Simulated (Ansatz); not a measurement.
# C4H10Br2F2Ga2: how energies converge with the basis set

An exercise on one series of results from a longer session: the logs are not shown, and one member is left open.

Program: Ansatz 0.2.0, Gaussian basis. Level of theory: one geometry, several basis sets. These are calculated values, not measurements.

Plan: PBE0-D4/def2-SVP; ωB97M-V/def2-SVP; PBE0-D4/def2-QZVPP; ωB97M-V/def2-QZVPP; the functionals' def2-TZVPP values are taken from earlier runs.

## The geometry

An earlier PBE0-D4 in a triple-zeta def2 set relaxation fixed the geometry.

SMILES `C[CH2][Ga@-]1([F])[Br+][Ga@@-]([F])([CH2]C)[Br+]1`, 20 atoms, charge 0, spin multiplicity 1.

Atoms are counted from 1 here; the program's logs count them from 0.

Bond lengths: C1–C2 1.524 Å, C1–H11 1.093 Å, C1–H12 1.092 Å, C1–H13 1.093 Å, C2–Ga3 1.955 Å, C2–H14 1.093 Å, C2–H15 1.094 Å, Ga3–F4 1.759 Å, Ga3–Br5 2.486 Å, Ga3–Br10 2.494 Å, Br5–Ga6 2.506 Å, Ga6–F7 1.754 Å, Ga6–C8 1.955 Å, Ga6–Br10 2.502 Å, C8–C9 1.522 Å, C8–H16 1.094 Å, C8–H17 1.094 Å, C9–H18 1.093 Å and more. Angles: C2–C1–H11 111.7°, C2–C1–H12 111.9°, C2–C1–H13 110.8°, H11–C1–H12 107.5°, H11–C1–H13 107.2°, H12–C1–H13 107.4°, C1–C2–Ga3 113.1°, C1–C2–H14 111.4°, C1–C2–H15 111.3°, Ga3–C2–H14 106.8°, Ga3–C2–H15 106.9°, H14–C2–H15 107.0°, C2–Ga3–F4 126.6°, C2–Ga3–Br5 114.4°, C2–Ga3–Br10 112.0°, F4–Ga3–Br5 102.5°, F4–Ga3–Br10 102.3°, Br5–Ga3–Br10 93.5° and more.

Set-up of the first run:

Contents of in.yaml:

```yaml
crystal:
  periodic: [false, false, false]
  atoms:
    - {symbol: C, position_ang: [3.432594, -1.780248, -0.021771]}
    - {symbol: C, position_ang: [2.869317, -0.635278, -0.854987]}
    - {symbol: Ga, position_ang: [0.933933, -0.429800, -0.668232]}
    - {symbol: F, position_ang: [-0.301665, -1.524739, -1.276485]}
    - {symbol: Br, position_ang: [0.067881, 1.796519, -1.356410]}
    - {symbol: Ga, position_ang: [-1.074723, 1.820321, 0.874157]}
    - {symbol: F, position_ang: [-0.337561, 3.189861, 1.684952]}
    - {symbol: C, position_ang: [-2.974006, 1.387516, 0.712623]}
    - {symbol: C, position_ang: [-3.244099, 0.107728, -0.065857]}
    - {symbol: Br, position_ang: [0.252679, -0.127594, 1.711773]}
    - {symbol: H, position_ang: [3.234821, -1.640820, 1.043931]}
    - {symbol: H, position_ang: [3.006479, -2.743074, -0.312541]}
    - {symbol: H, position_ang: [4.516954, -1.852800, -0.142774]}
    - {symbol: H, position_ang: [3.316939, 0.320413, -0.572001]}
    - {symbol: H, position_ang: [3.073073, -0.781866, -1.919466]}
    - {symbol: H, position_ang: [-3.366869, 1.327839, 1.731875]}
    - {symbol: H, position_ang: [-3.451168, 2.252092, 0.241922]}
    - {symbol: H, position_ang: [-4.318093, -0.087963, -0.126711]}
    - {symbol: H, position_ang: [-2.860132, 0.162413, -1.086366]}
    - {symbol: H, position_ang: [-2.776364, -0.760520, 0.402378]}
basis:
  gaussian: {orbitals: def2-SVP}
hamiltonian: {xc: pbe0, dispersion: d4}
output: {orbitals: {seedname: orbitals}}
```

Launch:

```bash
$ ansatz run in.yaml --threads 11 --pin off --events-out ev --progress --plain --max-ram 174080MiB --backend cpu
```

Steps of the session up to this table: PBE0-D4 in def2-SVP; ωB97M-V in def2-SVP; PBE0-D4 in def2-QZVPP; ωB97M-V in def2-QZVPP.

One table of the session follows, with a row left open; its other results are not shown here.

It belongs to the step «Density functionals: the series». 

```
functional       basis  HOMO (eV)
   PBE0-D4    def2-SVP      -8.19
   PBE0-D4  def2-TZVPP      -8.19
   PBE0-D4  def2-QZVPP          ?
   ωB97M-V    def2-SVP     -10.30
   ωB97M-V  def2-TZVPP     -10.32
   ωB97M-V  def2-QZVPP     -10.33
```

Estimate the missing values for PBE0-D4, def2-QZVPP.

**Answer.** HOMO (eV): -8.20. In the column «HOMO (eV)» it lies between ωB97M-V, def2-SVP (-10.30) and PBE0-D4, def2-SVP (-8.19).
